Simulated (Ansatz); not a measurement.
**CH3GaOS: how energies converge with the basis set**

An exercise on one series of results from a longer session: the logs are not shown, and one member is left open.

The runs use Ansatz 0.2.0, Gaussian basis; one geometry, several basis sets.

Levels to be run: PBE0-D4/def2-SVP; ωB97M-V/def2-SVP; PBE0-D4/def2-QZVPP; ωB97M-V/def2-QZVPP; the functionals' def2-TZVPP values are taken from earlier runs.

**The geometry**

An earlier PBE0-D4 in a triple-zeta def2 set relaxation fixed the geometry.

7 atoms, charge 0, spin multiplicity 1.

Atoms are counted from 1 here; the program's logs count them from 0.

Bond lengths: S1–Ga2 2.309 Å, S1–H5 1.343 Å, C3–O4 1.202 Å, C3–H6 1.105 Å, C3–H7 1.103 Å. Angles: Ga2–S1–H5 91.2°, O4–C3–H6 121.5°, O4–C3–H7 121.0°, H6–C3–H7 117.4°.

Coordinates:

```xyz
7
CH3GaOS
S    -2.6117    0.4396   -1.3583
Ga   -0.7537    1.6640   -0.7406
C     1.3733   -0.3528    0.7424
O     0.2866   -0.4855    0.2460
H    -2.0779   -0.6829   -0.8485
H     1.8813    0.6280    0.7672
H     1.9021   -1.2104    1.1919
```

The first run:

Input file in.yaml:

```yaml
crystal:
  periodic: [false, false, false]
  atoms:
    - {symbol: S, position_ang: [-2.611706, 0.439590, -1.358337]}
    - {symbol: Ga, position_ang: [-0.753727, 1.663963, -0.740599]}
    - {symbol: C, position_ang: [1.373252, -0.352777, 0.742354]}
    - {symbol: O, position_ang: [0.286598, -0.485550, 0.245984]}
    - {symbol: H, position_ang: [-2.077862, -0.682853, -0.848484]}
    - {symbol: H, position_ang: [1.881321, 0.627997, 0.767204]}
    - {symbol: H, position_ang: [1.902125, -1.210371, 1.191876]}
basis:
  gaussian: {orbitals: def2-SVP}
hamiltonian: {xc: pbe0, dispersion: d4}
output: {orbitals: {seedname: orbitals}}
```

Started as:

```bash
> ansatz run in.yaml --threads 2 --pin off --events-out ev --progress --plain --max-ram 4352MiB
```

Among the steps run: PBE0-D4 in def2-SVP; ωB97M-V in def2-SVP; PBE0-D4 in def2-QZVPP; ωB97M-V in def2-QZVPP.

One of the session's tables, all rows but one given; the rest of the session is left out.

It belongs to the step «Density functionals: the series». 

```
functional       basis  HOMO (eV)  LUMO (eV)
   PBE0-D4    def2-SVP      -5.92      -2.09
   PBE0-D4  def2-TZVPP      -6.00      -2.25
   PBE0-D4  def2-QZVPP      -6.05      -2.30
   ωB97M-V    def2-SVP      -7.88       0.37
   ωB97M-V  def2-TZVPP      -8.00       0.11
   ωB97M-V  def2-QZVPP          ?          ?
```

Q: Estimate the row for ωB97M-V, def2-QZVPP from the others.

**Answer.** HOMO (eV): -8.05; LUMO (eV): 0.00. In the column «HOMO (eV)» it is the lowest.
